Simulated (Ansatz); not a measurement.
# C₇H₅N₃: ionisation energy by level of theory

An exercise on one series of results from a longer session: the logs are not shown, and one member is left open.

Computed with Ansatz 0.2.0, Gaussian basis. Level: unrestricted cation, the program's frozen cores in correlated methods.

Plan: UKS PBE-D4/def2-TZVPP; UKS r2SCAN-D4/def2-TZVPP; UKS PBE0-D4/def2-TZVPP; UKS B3LYP-D4/def2-TZVPP; UKS wB97X-V/def2-TZVPP; UKS wB97M-V/def2-TZVPP; UKS B2PLYP/def2-TZVPP; UHF-CCSD(T)/def2-TZVPP; UHF-MP2/def2-QZVPP; extrapolation to the limit; then −ε(HOMO) from the neutral's earlier runs with LDA (SPW92), PBE-D4, revPBE-D4, BLYP-D4, r2SCAN-D4, B97M-V, PBE0-D4, B3LYP-D4, r2SCANh-D4, r2SCAN0-D4, HSE06-D4, BHLYP-D4, CAM-B3LYP-D4, LC-ωPBE, ωB97X-V, ωB97M-V.

## The geometry

All runs share one geometry, relaxed beforehand with PBE0-D4 in a triple-zeta def2 set.

SMILES `C=CCC(C#N)(C#N)C#N`, 15 atoms, charge 0, spin multiplicity 1.

Atoms are counted from 1 here; the program's logs count them from 0.

Bond lengths: C1–C2 1.324 Å, C1–H11 1.085 Å, C1–H12 1.083 Å, C2–C3 1.490 Å, C2–H13 1.087 Å, C3–C4 1.568 Å, C3–H14 1.091 Å, C3–H15 1.093 Å, C4–C5 1.470 Å, C4–C7 1.470 Å, C4–C9 1.470 Å, C5–N6 1.147 Å, C7–N8 1.147 Å, C9–N10 1.147 Å. Angles: C2–C1–H11 121.7°, C2–C1–H12 121.3°, H11–C1–H12 117.0°, C1–C2–C3 123.3°, C1–C2–H13 120.2°, C3–C2–H13 116.5°, C2–C3–C4 112.3°, C2–C3–H14 111.4°, C2–C3–H15 111.6°, C4–C3–H14 106.7°, C4–C3–H15 106.1°, H14–C3–H15 108.3°, C3–C4–C5 108.9°, C3–C4–C7 109.7°, C3–C4–C9 109.8°, C5–C4–C7 109.4°, C5–C4–C9 109.4°, C7–C4–C9 109.7° and more.

The first run:

in.yaml

```yaml
crystal:
  periodic: [false, false, false]
  atoms:
    - {symbol: C, position_ang: [0.423126, -2.340814, 0.399403]}
    - {symbol: C, position_ang: [0.817205, -1.081941, 0.512945]}
    - {symbol: C, position_ang: [0.629267, -0.066803, -0.561340]}
    - {symbol: C, position_ang: [-0.413068, 1.035679, -0.164001]}
    - {symbol: C, position_ang: [-0.504003, 2.020290, -1.251302]}
    - {symbol: N, position_ang: [-0.538821, 2.759758, -2.127983]}
    - {symbol: C, position_ang: [-1.730151, 0.418128, 0.045776]}
    - {symbol: N, position_ang: [-2.744004, -0.099795, 0.186898]}
    - {symbol: C, position_ang: [0.021002, 1.709076, 1.068871]}
    - {symbol: N, position_ang: [0.401711, 2.208770, 2.028945]}
    - {symbol: H, position_ang: [-0.067175, -2.705694, -0.497382]}
    - {symbol: H, position_ang: [0.577763, -3.053104, 1.200612]}
    - {symbol: H, position_ang: [1.300692, -0.740716, 1.424489]}
    - {symbol: H, position_ang: [0.266407, -0.524527, -1.482960]}
    - {symbol: H, position_ang: [1.560038, 0.461695, -0.782971]}
basis:
  gaussian: {orbitals: def2-TZVPP}
total_charge: 1
magnetization: {spin_polarized: true, initial_magnetization: 1}
hamiltonian: {xc: pbe, dispersion: d4}
```

On the command line:

```bash
ansatz run in.yaml --threads 2 --pin off --events-out ev --progress --plain --max-ram 32768MiB --backend cuda --devices 0, --max-vram 18GiB
```

Steps of the session up to this table: Cation, UKS PBE-D4/def2-TZVPP; Cation, UKS r2SCAN-D4/def2-TZVPP; Cation, UKS PBE0-D4/def2-TZVPP; Cation, UKS B3LYP-D4/def2-TZVPP; Cation, UKS wB97X-V/def2-TZVPP; Cation, UKS wB97M-V/def2-TZVPP; Cation, UKS B2PLYP (frozen core)/def2-TZVPP; Cation, UHF-CCSD(T)/def2-TZVPP; Cation, UHF-MP2/def2-QZVPP.

One table of the session follows, with a row left open; its other results are not shown here.

It belongs to the step «Ionisation energies side by side». For comparison, −ε(HOMO) of the neutral from earlier runs:

```
  functional  −ε(HOMO) (eV)
 LDA (SPW92)           7.79
      PBE-D4              ?
   revPBE-D4           7.49
     BLYP-D4           7.40
   r2SCAN-D4           7.80
      B97M-V           7.77
     PBE0-D4           8.71
    B3LYP-D4           8.48
  r2SCANh-D4           8.23
  r2SCAN0-D4           8.87
    HSE06-D4           8.31
    BHLYP-D4           9.69
CAM-B3LYP-D4          10.06
     LC-ωPBE          11.48
     ωB97X-V          11.07
     ωB97M-V          10.97
```

**Question.** Estimate the row for PBE-D4.

**Answer.** −ε(HOMO) (eV): 7.57. In the column «−ε(HOMO) (eV)» it lies between revPBE-D4 (7.49) and B97M-V (7.77).
